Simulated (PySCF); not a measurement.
# F10W2 (W2(F)10): the cost of one run

Programs: PySCF 2.14.0. Each step states its level of theory. These are calculated values for one molecule in the gas phase, unless marked as measured. Atoms count from 0, in the outputs and in this text.

### 1 The starting structure

12 atoms, charge 0, multiplicity 3; geometry from: GFN2-xTB. The atoms were then displaced at random by about 0.03 Å, so the start is not that level's minimum.

Bonds of the start (Å): W0–F1 1.89, W0–F2 1.76, W0–F3 1.88, W0–F4 1.75, W0–F5 2.41, W0–F11 2.45, F5–W6 2.37, W6–F7 1.83, W6–F8 1.79, W6–F9 1.81, W6–F10 1.83, W6–F11 2.41.

### 2 Geometry optimisation at PBE0-D3(BJ)/def2-SVP

The job: settings as JSON, then the geometry in Å.

```
{"job": {"xc": "PBE0", "basis": "def2-SVP", "d3": "d3bj", "grid": 1, "maxiter": 40, "shake": 0.03, "kind": "geom"}, "charge": 0, "multiplicity": 3}
W      2.048700     0.589850     0.215350
F      1.499210     1.675960    -1.230870
F      2.774600    -0.548530    -0.911830
F      1.833750     2.077830     1.343700
F      1.979020    -0.537620     1.553500
F      0.343130    -0.829680    -0.719510
W     -1.959150    -0.671890    -0.201530
F     -2.789550     0.559660     0.867600
F     -1.989080     0.535490    -1.525740
F     -1.739680    -2.073600    -1.327010
F     -1.548210    -1.701280     1.251970
F     -0.337280     0.841060     0.735350
```

Launch:

```bash
> OMP_NUM_THREADS=1 python probes_run.py task.json out
```

This one command runs all jobs of the session in turn.

Q: Estimate the wall time and peak memory of this job on 1 thread of Arm Neoverse V1, shared host.

About 30 min, with a peak of 1.3 GiB.
